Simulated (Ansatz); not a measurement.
**wB97M-V/cc-pVDZ run of C2H8OSi (SMILES CC[SiH2]O)**

What is the electronic atomisation energy of C2H8OSi at wB97M-V/cc-pVDZ? 

The calculation is run with Ansatz 0.2.0.

73 further runs of the same task are left out: 73 set aside as unsound or not needed.

## Step 1: The system as given

C2H8OSi: 12 atoms, total charge 0, spin state singlet. SMILES: `CC[SiH2]O`. The shape is that of a PBE0-D4/def2-TZVP optimisation. This is one conformer, not always the lowest.

Bond lengths: C1–C2 1.526 Å, C2–Si3 1.868 Å, Si3–O4 1.653 Å, C1–H5 1.094 Å, C1–H6 1.093 Å, C1–H7 1.093 Å, C2–H8 1.096 Å, C2–H9 1.097 Å, Si3–H10 1.494 Å, Si3–H11 1.484 Å, O4–H12 0.957 Å. Some angles: C1–C2–Si3 113.6°, C2–Si3–O4 112.4°, C1–C2–H8 110.5°, C1–C2–H9 110.5°, Si3–C2–H8 108.4°, Si3–C2–H9 107.5°, C2–C1–H5 111.5°, C2–C1–H6 111.3°, C2–C1–H7 111.8°, C2–Si3–H10 108.7°.

## Step 2: A single-point energy at wB97M-V/cc-pVDZ

File input.yaml:

```yaml
crystal:
  periodic: [false, false, false]
  atoms:
    - {symbol: C, position_ang: [-1.462000, -0.315100, -0.130400]}
    - {symbol: C, position_ang: [-0.193100, -0.595200, 0.670600]}
    - {symbol: Si, position_ang: [1.348100, 0.138200, -0.088600]}
    - {symbol: O, position_ang: [1.258000, 1.782700, -0.229600]}
    - {symbol: H, position_ang: [-1.384700, -0.701300, -1.150800]}
    - {symbol: H, position_ang: [-1.659100, 0.758300, -0.198700]}
    - {symbol: H, position_ang: [-2.341400, -0.775300, 0.326800]}
    - {symbol: H, position_ang: [-0.292100, -0.210900, 1.691700]}
    - {symbol: H, position_ang: [-0.031100, -1.675800, 0.767200]}
    - {symbol: H, position_ang: [1.555800, -0.473500, -1.435500]}
    - {symbol: H, position_ang: [2.530600, -0.124900, 0.769100]}
    - {symbol: H, position_ang: [0.748100, 2.137600, -0.957900]}
basis:
  gaussian: {orbitals: cc-pVDZ}
hamiltonian: {xc: {name: wB97M-V}}
accuracy: high
output: {orbitals: {seedname: orbitals}}
```

Started as:

```console
$ ansatz run input.yaml --threads 1 --pin off --max-ram 3480MiB --events-out events.jsonl --progress --plain --runs-dir runs
```

The log of the run:

```text
Warning: RAYON_NUM_THREADS=1 ignored (pool sized by the plan → 1); use --threads N
Functional definition: wB97M-V
  name "wB97M-V"
  parameter omega = 0.3/bohr
  parameter cx = 0.15
  parameter cx01 = 1.007
  parameter cx10 = 0.259
  parameter css00 = 0.443
  parameter css04 = -1.437
  parameter css10 = -4.535
  parameter css20 = -3.390
  parameter css43 = 4.278
  parameter cos00 = 1.000
  parameter cos10 = 1.358
  parameter cos20 = 2.924
  parameter cos21 = -8.812
  parameter cos60 = -1.390
  parameter cos61 = 9.142
  parameter b = 6.0
  parameter c = 0.01
  gx(w, u) = 1 - cx + cx01*u + cx10*w
  gss(w, u) = css00 + css04*u^4 + css10*w + css20*w^2 + css43*w^4*u^3
  gos(w, u) = cos00 + cos10*w + (cos20 + cos21*u)*w^2 + (cos60 + cos61*u)*w^6
  exchange = spin_sum(e_x_unif_sr(omega)*gx(b97_w, b97_u_x)) + cx*exact_x_sr(omega) + exact_x_lr(omega)
  correlation = spin_sum(e_c_pw_mod_same_spin*gss(b97_w, b97_u_same))
      + integral(e_c_pw_mod_opposite_spin*gos(b97_w_opposite, b97_u_opposite)) + vv10(b, c)
2427 factors; integrals over basis functions are off by at most 3.9e-9 eV
427 factors; integrals over basis functions are off by at most 2.2e-9 eV
mean field evaluation 1: about -12122.1620 eV, gradient 5.0e1 eV
mean field evaluation 2: about -12122.9175 eV, gradient 4.9e1 eV
mean field evaluation 4: about -12127.2637 eV, gradient 1.7e0 eV
mean field evaluation 8: about -12127.4157 eV, gradient 7.2e-2 eV
mean field evaluation 16: about -12127.4157 eV, gradient 2.6e-5 eV
mean field -12127.41568672 eV, -445.6743062295 hartree, gradient 4.4e-8 eV, S^2 0.000000; 0 other end points of the search recorded, 0 dependent functions left out
reference -12127.41569154 eV, -445.6743064066 hartree; 21, 21 occupied and 79, 79 virtual orbitals, 2427 factors
Total energy: -12127.41569154 eV, -445.6743064066 hartree
```

Run time: 31 s. Hardware: 1 thread of AMD EPYC 9R45 (Zen 5), shared host; peak memory 0.7 GiB.

## Step 3: The C atom at the same level

File run.yaml:

```yaml
basis:
  gaussian:
    orbitals: cc-pVDZ
crystal:
  periodic: [false, false, false]
  atoms:
    - {symbol: C, position_ang: [0.000000, 0.000000, 0.000000]}
magnetization:
  spin_polarized: true
  initial_magnetization: 2
hamiltonian:
  xc: {name: wB97M-V}
accuracy: high
```

Run the same way, it converges to -37.83841 Eh (log not shown).

## Step 4: The H atom, same level

File job.yaml:

```yaml
basis:
  gaussian:
    orbitals: cc-pVDZ
crystal:
  periodic: [false, false, false]
  atoms:
    - {symbol: H, position_ang: [0.000000, 0.000000, 0.000000]}
magnetization:
  spin_polarized: true
  initial_magnetization: 1
hamiltonian:
  xc: {name: wB97M-V}
accuracy: high
```

Run the same way, it converges to -0.49171 Eh (log not shown).

## Step 5: The O atom, same level

File job.yaml:

```yaml
basis:
  gaussian:
    orbitals: cc-pVDZ
crystal:
  periodic: [false, false, false]
  atoms:
    - {symbol: O, position_ang: [0.000000, 0.000000, 0.000000]}
magnetization:
  spin_polarized: true
  initial_magnetization: 2
hamiltonian:
  xc: {name: wB97M-V}
accuracy: high
```

Run the same way, it converges to -75.04943 Eh (log not shown).

## Step 6: The Si atom

File job.yaml:

```yaml
crystal:
  periodic: [false, false, false]
  atoms:
    - {symbol: Si, position_ang: [0.000000, 0.000000, 0.000000]}
basis:
  gaussian:
    orbitals: cc-pVDZ
magnetization:
  spin_polarized: true
  initial_magnetization: 2
hamiltonian:
  xc: {name: wB97M-V}
accuracy: high
```

Run the same way, it converges to -289.35038 Eh (log not shown).

## Step 7: Results

Level: wB97M-V/cc-pVDZ.

```
                     quantity          value
       molecule: total energy  -445.67431 Eh
        molecule: HOMO energy      -10.11 eV
        molecule: LUMO energy        2.75 eV
      molecule: HOMO–LUMO gap       12.86 eV
         C atom: total energy   -37.83841 Eh
                 C atom: ⟨S²⟩          2.001
         H atom: total energy    -0.49171 Eh
                 H atom: ⟨S²⟩          0.750
         O atom: total energy   -75.04943 Eh
                 O atom: ⟨S²⟩          2.002
        Si atom: total energy  -289.35038 Eh
                Si atom: ⟨S²⟩          2.001
electronic atomisation energy      45.279 eV
```

What this shows: Taking the molecule apart into free atoms costs 45.28 eV (1044 kcal/mol), before zero-point energy and without spin-orbit coupling.
